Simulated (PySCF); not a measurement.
# Solver options tried on IO⁻

Do solver options change the result for IO⁻, or only the number of cycles?

Method: method and basis as typed in the scripts; program: PySCF 2.14.0.

5 further runs of the same task are left out: 2 for a known fault of the program, 3 that didn't finish.

### 1 Starting geometry

IO⁻: 2 atoms, charge -1, spin multiplicity 1.

Bond lengths: I1–O2 1.909 Å.

### 2 Base script

The input, input.py:

```python
from pyscf import gto, scf

mol = gto.M(
    atom='I 0 0 0; O 0 0 1.909',
    basis='sbkjc',
    ecp={'I': 'sbkjc', 'O': 'sbkjc'},
    charge=-1,
    spin=0,
    verbose=4,
)
mf = scf.RHF(mol)
mf.kernel()
mf.dip_moment()
print('orbital energies (hartree):', mf.mo_energy[..., max(0, mol.nelec[1]-3):mol.nelec[0]+3].round(4))
```

Command:

```bash
> OMP_NUM_THREADS=1 python input.py
```

The log of this run is left out.

Base result: E(SCF) = -26.827265 Eh, 8 cycles.

The bond length is a typed value, not an optimised one. The dipole of an ion depends on the origin.

### 3 Smearing width 0.005 hartree

Variant 1 changes smearing width: none → 0.005 hartree.

The input, input.py:

```python
from pyscf import gto, scf

mol = gto.M(
    atom='I 0 0 0; O 0 0 1.909',
    basis='sbkjc',
    ecp={'I': 'sbkjc', 'O': 'sbkjc'},
    charge=-1,
    spin=0,
    verbose=4,
)
mf = scf.RHF(mol)
mf = scf.addons.smearing_(mf, sigma=0.005, method='fermi')
mf.kernel()
mf.dip_moment()
print('orbital energies (hartree):', mf.mo_energy[..., max(0, mol.nelec[1]-3):mol.nelec[0]+3].round(4))
```

Command:

```bash
> OMP_NUM_THREADS=1 python input.py
```

### 4 Damping 0.95

Variant 2 changes damping: none → 0.95.

input.py, as its differences from that of step 2:

```diff
@@ -11,2 +11,4 @@
 mf = scf.RHF(mol)
+mf.damp = 0.95
+mf.diis_start_cycle = 8
 mf.kernel()
```

### 5 Level shift 1 hartree

Variant 3 changes level shift: none → 1 hartree.

input.py, as its differences from that of step 2:

```diff
@@ -11,2 +11,3 @@
 mf = scf.RHF(mol)
+mf.level_shift = 1.0
 mf.kernel()
```

### 6 Convergence threshold 1e-11 hartree

Variant 4 changes convergence threshold: default → 1e-11 hartree.

input.py, as its differences from that of step 2:

```diff
@@ -11,2 +11,3 @@
 mf = scf.RHF(mol)
+mf.conv_tol = 1e-11
 mf.kernel()
```

What does the calculation give? Wanted: for each run, E(SCF); from base; gap.

The runs gave:

```
                                run  E(SCF) (hartree)  from base (eV)  cycles  gap (eV)
                               base        -26.827265               0       8     11.51
       smearing width 0.005 hartree        -26.827265          0.0000       8       n/a
                       damping 0.95        -26.827265          0.0000      14     11.51
              level shift 1 hartree        -26.827265          0.0000      21     11.51
convergence threshold 1e-11 hartree        -26.827265          0.0000       9     11.51
```

Distance from each run's final energy (log10 hartree) by cycle:

```
                                run  cycle 1  cycle 2  cycle 3  cycle 5  cycle 8  cycle 12
                               base     -1.3     -1.6     -3.2     -6.1    < -11      done
       smearing width 0.005 hartree     -1.3     -1.6     -3.2     -6.1    < -11      done
                       damping 0.95     -1.3     -1.3     -1.4     -1.6     -2.1      -7.8
              level shift 1 hartree     -0.8     -1.4     -1.9     -2.8     -4.1      -5.8
convergence threshold 1e-11 hartree     -1.3     -1.6     -3.2     -6.1    < -11      done
```

What this shows: With smearing width 0.005 hartree or damping 0.95 or level shift 1 hartree or convergence threshold 1e-11 hartree the SCF ends at the base energy. The base needs 8 cycles and the run with level shift 1 hartree needs 21.
